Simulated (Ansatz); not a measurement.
**C₈H₂₀GeO₂: small, medium and large basis sets**

An exercise on one series of results from a longer session: the logs are not shown, and one member is left open.

Method: one geometry, several basis sets; program: Ansatz 0.2.0, Gaussian basis.

The runs, in order: PBE0-D4/def2-SVP; ωB97M-V/def2-SVP; PBE0-D4/def2-QZVPP; ωB97M-V/def2-QZVPP; the functionals' def2-TZVPP values are taken from earlier runs.

## The relaxed structure

An earlier PBE0-D4 in a triple-zeta def2 set relaxation fixed the geometry.

SMILES `C[O][Ge]([O]C)([CH](C)C)[CH](C)C`, 31 atoms, charge 0, spin multiplicity 1.

Atoms are counted from 1 here; the program's logs count them from 0.

Bond lengths: C1–O2 1.407 Å, C1–H12 1.094 Å, C1–H13 1.097 Å, C1–H14 1.095 Å, O2–Ge3 1.776 Å, Ge3–O4 1.790 Å, Ge3–C6 1.958 Å, Ge3–C9 1.967 Å, O4–C5 1.401 Å, C5–H15 1.099 Å, C5–H16 1.098 Å, C5–H17 1.094 Å, C6–C7 1.523 Å, C6–C8 1.524 Å, C6–H18 1.097 Å, C7–H19 1.095 Å, C7–H20 1.092 Å, C7–H21 1.094 Å and more. Angles: O2–C1–H12 108.3°, O2–C1–H13 111.4°, O2–C1–H14 112.3°, H12–C1–H13 107.9°, H12–C1–H14 108.3°, H13–C1–H14 108.5°, C1–O2–Ge3 122.2°, O2–Ge3–O4 102.9°, O2–Ge3–C6 104.6°, O2–Ge3–C9 111.7°, O4–Ge3–C6 111.4°, O4–Ge3–C9 109.5°, C6–Ge3–C9 115.8°, Ge3–O4–C5 121.6°, O4–C5–H15 112.9°, O4–C5–H16 112.2°, O4–C5–H17 108.4°, H15–C5–H16 107.8° and more.

The first run:

File in.yaml:

```yaml
crystal:
  periodic: [false, false, false]
  atoms:
    - {symbol: C, position_ang: [-1.884979, 0.602302, -2.342229]}
    - {symbol: O, position_ang: [-1.401538, -0.401697, -1.482465]}
    - {symbol: Ge, position_ang: [-0.318667, -0.042633, -0.121747]}
    - {symbol: O, position_ang: [-0.970123, 1.499588, 0.512260]}
    - {symbol: C, position_ang: [-0.238648, 2.292704, 1.406664]}
    - {symbol: C, position_ang: [-0.606988, -1.513092, 1.138057]}
    - {symbol: C, position_ang: [-2.060625, -1.538398, 1.590766]}
    - {symbol: C, position_ang: [0.359949, -1.447206, 2.313963]}
    - {symbol: C, position_ang: [1.536512, 0.222598, -0.718478]}
    - {symbol: C, position_ang: [1.644275, 1.364386, -1.720583]}
    - {symbol: C, position_ang: [2.089300, -1.080359, -1.284579]}
    - {symbol: H, position_ang: [-2.853321, 0.280182, -2.735760]}
    - {symbol: H, position_ang: [-1.210587, 0.760241, -3.193025]}
    - {symbol: H, position_ang: [-2.024699, 1.558409, -1.827678]}
    - {symbol: H, position_ang: [0.807253, 2.430310, 1.099660]}
    - {symbol: H, position_ang: [-0.237985, 1.877354, 2.423197]}
    - {symbol: H, position_ang: [-0.703146, 3.282043, 1.451549]}
    - {symbol: H, position_ang: [-0.401188, -2.422111, 0.560374]}
    - {symbol: H, position_ang: [-2.242915, -2.386124, 2.259852]}
    - {symbol: H, position_ang: [-2.742087, -1.622817, 0.742182]}
    - {symbol: H, position_ang: [-2.319893, -0.625315, 2.133777]}
    - {symbol: H, position_ang: [0.219513, -2.305982, 2.978564]}
    - {symbol: H, position_ang: [0.196866, -0.547964, 2.915220]}
    - {symbol: H, position_ang: [1.406097, -1.447351, 1.995751]}
    - {symbol: H, position_ang: [2.108376, 0.484812, 0.180050]}
    - {symbol: H, position_ang: [1.114641, 1.124704, -2.646216]}
    - {symbol: H, position_ang: [1.225197, 2.296528, -1.334620]}
    - {symbol: H, position_ang: [2.690801, 1.550799, -1.984450]}
    - {symbol: H, position_ang: [1.508328, -1.411494, -2.150113]}
    - {symbol: H, position_ang: [2.076932, -1.889745, -0.549724]}
    - {symbol: H, position_ang: [3.125646, -0.951869, -1.614419]}
basis:
  gaussian: {orbitals: def2-SVP}
hamiltonian: {xc: pbe0, dispersion: d4}
output: {orbitals: {seedname: orbitals}}
```

Launch:

```bash
$ ansatz run in.yaml --threads 11 --pin off --events-out ev --progress --plain --max-ram 166912MiB --backend cuda --devices 0, --max-vram 75GiB
```

Steps of the session up to this table: PBE0-D4 in def2-SVP; ωB97M-V in def2-SVP; PBE0-D4 in def2-QZVPP; ωB97M-V in def2-QZVPP.

One table of the session follows, with a row left open; its other results are not shown here.

It belongs to the step «Functionals by basis». 

| functional | basis | HOMO (eV) | LUMO (eV) |
| --- | --- | --- | --- |
| PBE0-D4 | def2-SVP | -6.86 | 1.18 |
| PBE0-D4 | def2-TZVPP | -6.92 | 0.74 |
| PBE0-D4 | def2-QZVPP | ? | ? |
| ωB97M-V | def2-SVP | -9.07 | 2.84 |
| ωB97M-V | def2-TZVPP | -9.13 | 2.22 |
| ωB97M-V | def2-QZVPP | -9.14 | 1.59 |

Estimate the missing values for PBE0-D4, def2-QZVPP.

The run gave: HOMO (eV): -6.94; LUMO (eV): 0.41. In the column «HOMO (eV)» it lies between ωB97M-V, def2-SVP (-9.07) and PBE0-D4, def2-TZVPP (-6.92).
